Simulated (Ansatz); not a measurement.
# CH8Al2BP: small, medium and large basis sets

One table from this session's results is given with a row withheld; the runs are named, their logs left out.

Computed with Ansatz 0.2.0, Gaussian basis. Level: one geometry, several basis sets.

Levels to be run: PBE0-D4/def2-SVP; ωB97M-V/def2-SVP; PBE0-D4/def2-QZVPP; ωB97M-V/def2-QZVPP; the functionals' def2-TZVPP values are taken from earlier runs.

## Structure used throughout

All runs share one geometry, relaxed beforehand with PBE0-D4 in a triple-zeta def2 set.

13 atoms, charge 0, spin multiplicity 1.

Atoms are counted from 1 here; the program's logs count them from 0.

Bond lengths: Al1–C2 1.981 Å, Al1–Al5 2.570 Å, Al1–H6 1.577 Å, Al1–H7 1.739 Å, Al1–H12 1.747 Å, C2–B3 1.530 Å, C2–H8 1.096 Å, C2–H9 1.091 Å, B3–P4 1.915 Å, B3–H10 1.200 Å, P4–Al5 2.314 Å, P4–H11 1.422 Å, Al5–H7 1.768 Å, Al5–H12 1.740 Å, Al5–H13 1.576 Å. Angles: C2–Al1–Al5 95.4°, C2–Al1–H6 131.4°, C2–Al1–H7 107.2°, C2–Al1–H12 100.8°, Al5–Al1–H6 133.1°, Al5–Al1–H7 43.3°, Al5–Al1–H12 42.4°, H6–Al1–H7 111.3°, H6–Al1–H12 112.6°, H7–Al1–H12 82.3°, Al1–C2–B3 99.3°, Al1–C2–H8 101.4°, Al1–C2–H9 110.1°, B3–C2–H8 116.7°, B3–C2–H9 116.4°, H8–C2–H9 110.9°, C2–B3–P4 121.8°, C2–B3–H10 120.0° and more.

Set-up of the first run:

Contents of in.yaml:

```yaml
crystal:
  periodic: [false, false, false]
  atoms:
    - {symbol: Al, position_ang: [-0.280192, 1.491189, -0.147242]}
    - {symbol: C, position_ang: [-1.640138, 0.077240, 0.130777]}
    - {symbol: B, position_ang: [-0.742978, -1.018156, 0.709240]}
    - {symbol: P, position_ang: [0.413857, -2.067067, -0.399821]}
    - {symbol: Al, position_ang: [1.654572, -0.128077, -0.636354]}
    - {symbol: H, position_ang: [-0.399162, 3.063422, -0.161486]}
    - {symbol: H, position_ang: [1.171858, 0.974351, 0.658867]}
    - {symbol: H, position_ang: [-2.006443, -0.075606, -0.890449]}
    - {symbol: H, position_ang: [-2.436760, 0.445341, 0.779235]}
    - {symbol: H, position_ang: [-0.684392, -1.179581, 1.896514]}
    - {symbol: H, position_ang: [1.244856, -2.618710, 0.613255]}
    - {symbol: H, position_ang: [0.557469, 0.867939, -1.547904]}
    - {symbol: H, position_ang: [3.167852, 0.133014, -0.989930]}
basis:
  gaussian: {orbitals: def2-SVP}
hamiltonian: {xc: pbe0, dispersion: d4}
output: {orbitals: {seedname: orbitals}}
```

Among the steps run: PBE0-D4 in def2-SVP; ωB97M-V in def2-SVP; PBE0-D4 in def2-QZVPP; ωB97M-V in def2-QZVPP.

One of the session's tables, all rows but one given; the rest of the session is left out.

It belongs to the step «Density functionals: the series». 

| functional | basis | HOMO (eV) |
| --- | --- | --- |
| PBE0-D4 | def2-SVP | -7.12 |
| PBE0-D4 | def2-TZVPP | ? |
| PBE0-D4 | def2-QZVPP | -7.17 |
| ωB97M-V | def2-SVP | -9.11 |
| ωB97M-V | def2-TZVPP | -9.19 |
| ωB97M-V | def2-QZVPP | -9.20 |

Q: Estimate the row for PBE0-D4, def2-TZVPP from the others.

As computed: HOMO (eV): -7.16. In the column «HOMO (eV)» it lies between PBE0-D4, def2-QZVPP (-7.17) and PBE0-D4, def2-SVP (-7.12).
